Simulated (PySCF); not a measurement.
# C6H6O: the cost of one run

Programs: PySCF 2.14.0, with density-fitted response routines of our own. Each step states its level of theory. These are calculated values for one molecule, in the gas phase or a continuum, unless marked as measured. Atoms are numbered from 0 throughout.

## (1) Starting geometry

13 atoms, charge 0, multiplicity 1; geometry from: GFN2-xTB. The atoms were then displaced at random by about 0.01 Å, so the start is not that level's minimum.

Bonds of the start (Å): C0–C1 1.34, C1–C2 1.51, C1–C3 1.45, C3–C4 1.18, C4–C5 1.42, C5–O6 1.20, C0–H7 1.07, C0–H8 1.10, C2–H9 1.08, C2–H10 1.09, C2–H11 1.08, C5–H12 1.09.

## (2) Relaxing the molecule at PBE0-D3(BJ)/def2-SVP

The job: settings as JSON, then the geometry in Å.

```
{"job": {"xc": "PBE0", "basis": "def2-SVP", "d3": "d3bj", "grid": 1, "shake": 0.01, "kind": "geom"}, "charge": 0, "multiplicity": 1}
C     -0.650140    -0.373010     1.888770
C     -0.688290    -0.215390     0.555590
C     -1.921970    -0.397590    -0.302280
C      0.538520     0.129800    -0.131880
C      1.523490     0.410990    -0.719770
C      2.723500     0.761120    -1.392420
O      2.854950     0.904020    -2.579150
H      0.245640    -0.200670     2.452140
H     -1.563790    -0.599060     2.450380
H     -2.117700     0.517410    -0.834290
H     -2.771160    -0.655550     0.326960
H     -1.726480    -1.185170    -1.016380
H      3.559240     0.886220    -0.707980
```

Command:

```bash
$ OMP_NUM_THREADS=1 python probes_run.py task.json out
```

The driver reads the jobs from task.json and runs them one after another.

Q: Estimate the wall time and peak memory of this first job on 1 thread of Intel Xeon at 2.50GHz, shared host.

About 1.7 min, with a peak of 0.54 GiB.
